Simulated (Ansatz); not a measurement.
Runs of Ansatz 0.2.0 on K3Ge. It takes space group Fm-3m (No. 225, cubic). The conventional cell has a = 8.622 Å, b = 8.622 Å, c = 8.622 Å, α = 90.00°, β = 90.00°, γ = 90.00°. Ge (site symmetry m-3m) has 8 K at 3.73 Å as nearest neighbours. K (site symmetry m-3m) is surrounded by 8 K at 3.73 Å. Around K (site symmetry -43m) lie 4 K at 3.73 Å and 4 Ge at 3.73 Å. The cell comes from a database or a generator and needn't be the stable form of this composition.

| level | gap on the mesh (eV) | pressure (GPa) | relaxed volume (Å³/atom) |
| --- | --- | --- | --- |
| PBEsol+D3(BJ) | none | 0.0 | 33.94 |
| PBEsol+D4 | none | 0.0 | 36.75 |
| PBEsol | none | 0.0 | 37.52 |
| PBEsol+D3(BJ)-ATM | none | 0.0 | (a) |

Alike in all rows: task relaxation of cell and atoms; potentials or basis Ansatz PAW; no spin polarisation; cell relaxed; k mesh 6 × 6 × 6; cutoff (eV) 420; smearing fermi-dirac 0.05 eV.

Fill in the values left out.

(a) 34.19.

Caveats: the plane-wave basis is chosen anew once the cell has moved, so the energies of steps on either side of that aren't comparable; the PAW data sets come from PBE, with cores solved anew for the run's functional, which leaves a small shift of forces and pressure; pairwise dispersion overbinds metals, which lowers pressure and volume (some runs); the volume moved by over 15 % at a fixed basis, so the end points are rough (some runs).

A k mesh can miss the band edges, and the runs leave out spin-orbit coupling on Ge.

A gap of «none» marks a metal or a gap under the smearing width.

Runs at the PBE level aren't shown here.
